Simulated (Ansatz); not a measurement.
# NiO2 (P-3m1): fixed-spin-moment curve

Wanted for NiO2 (P-3m1): a fixed-spin-moment curve.

All numbers are computed with Ansatz 0.2.0, driven from Python. Level of theory: DFT LDA, plane waves, PAW.

### 1 The structure

It takes space group P-3m1 (No. 164, trigonal). Conventional cell: a = 2.799 Å, b = 2.799 Å, c = 4.618 Å, α = 90.00°, β = 90.00°, γ = 120.00°. Ni (site symmetry -3m) is surrounded by 6 O at 1.88 Å. O (site symmetry 3m) is surrounded by 3 Ni at 1.88 Å.

Input file nio2.cif:

```cif
data_NiO2
_cell_length_a 2.798782
_cell_length_b 2.798782
_cell_length_c 4.618273
_cell_angle_alpha 90.00000
_cell_angle_beta 90.00000
_cell_angle_gamma 120.00000
_symmetry_space_group_name_H-M 'P 1'
_symmetry_Int_Tables_number 1
loop_
_symmetry_equiv_pos_as_xyz
'x, y, z'
loop_
_atom_site_label
_atom_site_type_symbol
_atom_site_fract_x
_atom_site_fract_y
_atom_site_fract_z
Ni1 Ni    0.000000    0.000000    0.500000
O2 O    0.666667    0.333333    0.706039
O3 O    0.333333    0.666667    0.293961
```

### 2 The code

The input, run_fsm.py:

```python
"""Fixed-spin-moment curve of NiO2."""

import ansatz as az
from ase.io import read

atoms = read("nio2.cif")
crystal = az.Crystal.from_ase(atoms)

model = crystal.calculation()
model = model.pseudopotentials("paw")
model = model.kpoints(12, 12, 7).occupations("fermi_dirac")
model = model.functional(az.Functional.LDA)
# a hard lock holds the total moment, with one Fermi level a spin
rows = []
for total in [0.0, 0.4, 0.9, 1.3, 1.8]:
    report = model.spin("collinear", total=total, lock="hard").run(threads=1).report
    up, down = report["spin_fermi_energies_ev"]
    rows.append((total, report["free_energy_ev"], up - down, report["absolute_magnetization_mub"]))
reference = rows[0][1]
rows = [(m, 1000 * (e - reference), split, size) for m, e, split, size in rows]
print("     total muB    F - F(0) meV  EF up - down eV    absolute muB")
for row in rows:
    print(f"{str(row[0]):>14s}  {row[1]:14.2f}  {row[2]:15.4f}  {row[3]:14.3f}")
best = min(rows, key=lambda row: row[1])
print(f"lowest at {best[0]} muB per cell, {best[1]:.1f} meV against the first point")
```

### 3 The input behind the calls

The package turns the script's settings into the engine's input (first run):

```yaml
crystal:
  lattice:
    - [2.798782, 0.0, 0.0]
    - [-1.3993909999999994, 2.423816311654619, 0.0]
    - [0.0, 0.0, 4.618273]
  atoms:
    - { symbol: Ni, position: [0.0, 0.0, 0.5] }
    - { symbol: O, position: [0.666667, 0.333333, 0.706039] }
    - { symbol: O, position: [0.33333300000000005, 0.666667, 0.293961] }
kpoints:
  mp_grid:
    grid: [12, 12, 7]
hamiltonian:
  xc: lda
  pseudopotentials:
    kind: paw
magnetization:
  spin_polarized: true
  initial_magnetization: 0.0
  spin_locking:
    lock_magnetization: hard
scf:
  occupations:
    method: fermi_dirac
```

### 4 Running it

On the command line:

```sh
$ python run_fsm.py
```

Output:

```text
DeckWarning: the atoms were moved onto the symmetric positions of the space group found under crystal.symmetry.tolerance 1.0e-5 (fractional; no operation is sought that the atoms, as they stand in a round, miss by more than twice it, and no atom is moved by as much as it), and the run uses the moved positions. Before a round's move an operation carried an atom to 2.80e-6 Å from where it should [...]
DeckWarning: basis.ecutwfc = 420 eV, auto-derived from the records' recommended cutoffs: set by Ni (normal level)
RunWarning: this spin-polarised run has no starting moment large enough to seed its density, and nothing else in its deck makes the two spin channels differ, so an SCF from that start keeps the magnetisation at zero until it first converges, unless a state found ahead of a linear-response series gives it moments (lr_reference_state). Behind a single point's SCF or a chain's scf step, and behind [...]
     total muB    F - F(0) meV  EF up - down eV    absolute muB
           0.0            0.00           0.0000           0.000
           0.4          190.81           1.1787           0.402
           0.9          507.48           1.3223           0.904
           1.3          775.80           1.3549           1.305
           1.8         1116.50           1.3690           1.807
lowest at 0.0 muB per cell, 0.0 meV against the first point
```

(Warnings from the package without file and line, shortened.)

Run time: 58 s. Hardware: 1 thread of Arm Neoverse V1, shared host; peak memory 0.52 GiB.

### 5 Inputs of later runs

The engine's inputs for some of the other runs:

Run 2, against run 1:

```diff
@@ -19 +19 @@
-  initial_magnetization: 0.0
+  initial_magnetization: 0.4
```

Run 4, against run 1:

```diff
@@ -19 +19 @@
-  initial_magnetization: 0.0
+  initial_magnetization: 1.3
```

Run 5, against run 1:

```diff
@@ -19 +19 @@
-  initial_magnetization: 0.0
+  initial_magnetization: 1.8
```

### 6 What each run gave

From the records of these 5 runs:

```csv
run,total moment held (μB),energy from run 1 (meV/atom),moment (μB/cell),SCF cycles,CPU time (s)
1,0.0,0.00,0.00,10,15
2,0.4,63.60,0.40,11,9.9
3,0.9,169.16,0.90,11,10
4,1.3,258.60,1.30,12,11
5,1.8,372.17,1.80,11,11
```

Energies are free energies F = E - TS of the smeared occupations. 

### 7 What came out

```
                            quantity            value
                       runs compared                5
                     range of energy  372.17 meV/atom
lowest point, total moment held (μB)              0.0
```

In words: The lowest point lies at 0 μB a cell, the first of the scan; at 1.8 μB the energy is 1116 meV above the lowest. What to keep in mind:
- With one magnetic atom the cell can hold only ferromagnetic order.
- Without a Hubbard U or exact exchange, semilocal functionals often make such 3d compounds metallic or too weakly gapped.
- This cell is a computed structure, which may not be the phase found in nature.
- Only points where the Fermi levels of the two spins meet (minima, maxima and zero moment) are free solutions; a shallow minimum can lie between the points.
